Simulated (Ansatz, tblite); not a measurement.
**GeHMe2(NHEt) (C₄H₁₃GeN): one state, many levels**

An exercise on one series of results from a longer session: the logs are not shown, and one member is left open.

Method: as each input shows; program: Ansatz 0.2.0, Gaussian basis.

Levels to be run: GFN1-xTB, GFN2-xTB, PBE-D4/def2-TZVP, r2SCAN-D4/def2-TZVP, HSE06-D4/def2-TZVP, ωB97X-V/def2-TZVP, PBE-QIDH/def2-TZVP, PBE-D4/def2-SVP, PBE0-D4/def2-SVP, HF/6-31G, B3LYP-D4/6-31G, CCSD(T)/def2-SVP, MP2/def2-TZVP, RPA/def2-TZVP.

2 further runs of the same task are left out: 2 set aside as unsound or not needed.

**The relaxed structure**

The singlet was relaxed beforehand with r2SCAN-D4/def2-SVP.

19 atoms, charge 0, spin multiplicity 1.

Bond lengths: Ge1–H2 1.543 Å, Ge1–C3 1.962 Å, Ge1–C7 1.949 Å, Ge1–N11 1.846 Å, C3–H4 1.102 Å, C3–H5 1.101 Å, C3–H6 1.102 Å, C7–H8 1.101 Å, C7–H9 1.100 Å, C7–H10 1.102 Å, N11–C12 1.454 Å, N11–H14 1.020 Å, C12–C13 1.523 Å, C12–H15 1.114 Å, C12–H16 1.106 Å, C13–H17 1.101 Å, C13–H18 1.102 Å, C13–H19 1.103 Å. Angles: H2–Ge1–C3 109.0°, H2–Ge1–C7 112.0°, H2–Ge1–N11 105.6°, C3–Ge1–C7 110.6°, C3–Ge1–N11 113.3°, C7–Ge1–N11 106.4°, Ge1–C3–H4 110.6°, Ge1–C3–H5 110.8°, Ge1–C3–H6 110.7°, H4–C3–H5 108.3°, H4–C3–H6 108.3°, H5–C3–H6 108.1°, Ge1–C7–H8 110.7°, Ge1–C7–H9 110.4°, Ge1–C7–H10 110.5°, H8–C7–H9 108.6°, H8–C7–H10 108.0°, H9–C7–H10 108.5° and more.

PBE0-D4/def2-TZVP was run before; its log isn't repeated, and its numbers join the tables.

Set-up of the first run:

Tight binding, by tblite at 300 K electronic temperature and without a spin-polarisation term:

```python
tblite.interface.Calculator('GFN1-xTB', numbers, positions, charge=0, uhf=0).singlepoint()
```

Tight binding, by tblite at 300 K electronic temperature and without a spin-polarisation term:

```python
tblite.interface.Calculator('GFN2-xTB', numbers, positions, charge=0, uhf=0).singlepoint()
```

start.molden holds the orbitals of an earlier run on this state, given as this run's starting guess.

The input, in.yaml:

```yaml
crystal:
  periodic: [false, false, false]
  atoms:
    - {symbol: Ge, position_ang: [0.513412, 1.062732, 0.288594]}
    - {symbol: H, position_ang: [0.647204, 1.167405, 1.822662]}
    - {symbol: C, position_ang: [2.276652, 0.678492, -0.480796]}
    - {symbol: H, position_ang: [2.211764, 0.602230, -1.577783]}
    - {symbol: H, position_ang: [2.674871, -0.271235, -0.091347]}
    - {symbol: H, position_ang: [2.992984, 1.477480, -0.230670]}
    - {symbol: C, position_ang: [-0.235361, 2.684452, -0.490465]}
    - {symbol: H, position_ang: [0.407818, 3.551967, -0.277691]}
    - {symbol: H, position_ang: [-1.236746, 2.880786, -0.079176]}
    - {symbol: H, position_ang: [-0.319956, 2.583671, -1.584167]}
    - {symbol: N, position_ang: [-0.720855, -0.276445, -0.011731]}
    - {symbol: C, position_ang: [-0.457754, -1.632332, 0.443182]}
    - {symbol: C, position_ang: [-1.730859, -2.467346, 0.479706]}
    - {symbol: H, position_ang: [-1.111661, -0.266720, -0.954191]}
    - {symbol: H, position_ang: [0.306704, -2.165680, -0.167011]}
    - {symbol: H, position_ang: [-0.034174, -1.572576, 1.463130]}
    - {symbol: H, position_ang: [-2.482938, -1.992670, 1.128792]}
    - {symbol: H, position_ang: [-1.533319, -3.486772, 0.848542]}
    - {symbol: H, position_ang: [-2.167798, -2.557438, -0.529583]}
basis:
  gaussian: {orbitals: def2-TZVP, initial_orbitals: start.molden}
hamiltonian: {xc: pbe, dispersion: d4}
scf: {omitted_lower_state_checks: [starts]}
output: {orbitals: {seedname: orbitals}}
```

On the command line:

```
$ ansatz run in.yaml --threads 4 --pin off --events-out ev --progress --plain --max-ram 4787MiB
```

Among the steps run: PBE-D4/def2-TZVP; r2SCAN-D4/def2-TZVP; HSE06-D4/def2-TZVP; ωB97X-V/def2-TZVP; PBE-QIDH/def2-TZVP; PBE-D4/def2-SVP; PBE0-D4/def2-SVP; HF/6-31G; B3LYP-D4/6-31G; CCSD(T)/def2-SVP; MP2/def2-TZVP; RPA/def2-TZVP.

One table of the session follows, with a row left open; its other results are not shown here.

```
             method  binding an atom (eV)
           HF/6-31G                 2.692
        HF/def2-SVP                 2.847
       HF/def2-TZVP                 2.809
    PBE-D4/def2-SVP                 3.866
   PBE-D4/def2-TZVP                 3.845
r2SCAN-D4/def2-TZVP                 3.794
     B3LYP-D4/6-31G                 3.749
   PBE0-D4/def2-SVP                 3.828
  PBE0-D4/def2-TZVP                 3.803
 HSE06-D4/def2-TZVP                     ?
  ωB97X-V/def2-TZVP                 3.807
       MP2/def2-SVP                 3.631
      MP2/def2-TZVP                 3.686
      CCSD/def2-SVP                 3.594
   CCSD(T)/def2-SVP                 3.625
```

**Question.** Estimate the row for HSE06-D4/def2-TZVP.

**Answer.** binding an atom (eV): 3.805. In the column «binding an atom (eV)» it lies between PBE0-D4/def2-TZVP (3.803) and ωB97X-V/def2-TZVP (3.807).

Among the levels timed on like hardware and quicker than the yardstick, those that no quicker one beats, quickest first: HF/6-31G (1.5 s, -0.933 eV); PBE-D4/def2-SVP (1.7 s, +0.241 eV); B3LYP-D4/6-31G (2.1 s, +0.124 eV); MP2/def2-TZVP (7 s, +0.061 eV).

To keep in mind: Free atoms were run apart at each level; binding is atoms less cluster, divided by the number of atoms, without zero-point or spin-orbit terms. The yardstick is in a double-zeta basis, so levels in larger sets aren't compared like for like. CCSD(T)/def2-SVP isn't at the basis-set limit; small misses against it rank nothing.
